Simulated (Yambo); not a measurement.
Input of a Yambo 5.3.0 run:

The input eels0.in:

```
optics
chi
Chimod= "HARTREE"
% BndsRnXd
 1 | 38 |
%
NGsBlkXd= 3 Ry
% LongDrXd
 1 | 1 | 1 |
%
% QpntsRXd
 2 | 2 |
%
% EnRngeXd
 0 | 50 | eV
%
% DmRngeXd
 0.3 | 0.3 | eV
%
ETStpsXd= 250
```

scf.in

```
&CONTROL
  calculation = 'scf'
  prefix = 'pwscf'
  outdir = './tmp'
  pseudo_dir = './pseudo'
/
&SYSTEM
  ibrav = 0
  nat = 2
  ntyp = 2
  ecutwfc = 84
  nbnd = 14
  occupations = 'smearing'
  smearing = 'fd'
  degauss = 0.00367493
  force_symmorphic = .true.
/
&ELECTRONS
  conv_thr = 4d-10
  electron_maxstep = 120
  mixing_beta = 0.5
/
ATOMIC_SPECIES
Mg    24.3050 Mg.upf
O     15.9990 O.upf
CELL_PARAMETERS angstrom
   0.0000000000    2.0970013927    2.0970013927
   2.0970013927    0.0000000000    2.0970013927
   2.0970013927    2.0970013927    0.0000000000
ATOMIC_POSITIONS crystal
Mg     0.0000000000    0.0000000000    0.0000000000
O      0.5000000000    0.5000000000    0.5000000000
K_POINTS automatic
12 12 12 0 0 0
```

File nscf.in:

```
&CONTROL
  calculation = 'nscf'
  prefix = 'pwscf'
  outdir = './tmp'
  pseudo_dir = './pseudo'
/
&SYSTEM
  ibrav = 0
  nat = 2
  ntyp = 2
  ecutwfc = 84
  nbnd = 38
  occupations = 'fixed'
  force_symmorphic = .true.
/
&ELECTRONS
  conv_thr = 1d-08
  diago_full_acc = .true.
  diago_thr_init = 1d-06
/
ATOMIC_SPECIES
Mg    24.3050 Mg.upf
O     15.9990 O.upf
CELL_PARAMETERS angstrom
   0.0000000000    2.0970013927    2.0970013927
   2.0970013927    0.0000000000    2.0970013927
   2.0970013927    2.0970013927    0.0000000000
ATOMIC_POSITIONS crystal
Mg     0.0000000000    0.0000000000    0.0000000000
O      0.5000000000    0.5000000000    0.5000000000
K_POINTS automatic
12 12 12 0 0 0
```

Potentials or basis: PseudoDojo 0.4.1 SR PBE standard.

The run is started by

```sh
$ OMP_NUM_THREADS=1 pw.x -in scf.in > scf.out
$ OMP_NUM_THREADS=1 pw.x -in nscf.in > nscf.out
$ cd tmp/pwscf.save; p2y; mv SAVE ../..; cd ../..
$ OMP_NUM_THREADS=1 yambo
$ OMP_NUM_THREADS=1 yambo -F eels0.in -J eels0 -C eels0_out
```

Question: What does it give for the peak of the energy-loss function?

Answer: 23.9 eV.

Question: Estimate the band gap on the k mesh, mean-field level.

Answer: 4.89 eV, direct.

Energy-loss function at q = [0.0, 0.0, 0.083333] (reciprocal lattice):
```json
{"energy (eV)": "0.0", "loss": "0.006"}
{"energy (eV)": "2.2", "loss": "0.006"}
{"energy (eV)": "4.4", "loss": "0.011"}
{"energy (eV)": "6.4", "loss": "0.066"}
{"energy (eV)": "8.6", "loss": "0.104"}
{"energy (eV)": "10.8", "loss": "0.172"}
{"energy (eV)": "13.1", "loss": "0.395"}
{"energy (eV)": "15.3", "loss": "0.356"}
{"energy (eV)": "17.5", "loss": "0.447"}
{"energy (eV)": "19.5", "loss": "0.788"}
{"energy (eV)": "21.7", "loss": "1.172"}
{"energy (eV)": "23.9", "loss": "1.692"}
{"energy (eV)": "26.1", "loss": "0.983"}
{"energy (eV)": "28.3", "loss": "0.489"}
{"energy (eV)": "30.5", "loss": "0.369"}
{"energy (eV)": "32.5", "loss": "0.509"}
{"energy (eV)": "34.7", "loss": "0.395"}
{"energy (eV)": "36.9", "loss": "0.312"}
{"energy (eV)": "39.2", "loss": "0.356"}
{"energy (eV)": "41.4", "loss": "0.266"}
{"energy (eV)": "43.6", "loss": "0.213"}
{"energy (eV)": "45.6", "loss": "0.270"}
{"energy (eV)": "47.8", "loss": "0.185"}
{"energy (eV)": "50.0", "loss": "0.198"}
```

**The experiment to reproduce.**

From “Electronic structure of alkaline earth and post-transition metal oxides”, 2009, arxiv:0908.1581, for a bulk crystal of MgO: band gap 7.83 eV.

Against the measured gap of MgO, 7.83 eV (quoted in “Electronic structure of alkaline earth and post-transition metal oxides”, 2009, arxiv:0908.1581), the calculated 4.89 eV is off by -2.94 eV. The value is that of PBE on a finite k mesh, which can miss the band edges, without temperature or zero-point motion. Semilocal functionals fall short of measured gaps as a rule. The cell is a database's relaxed one, not the measured one, which moves gaps too.
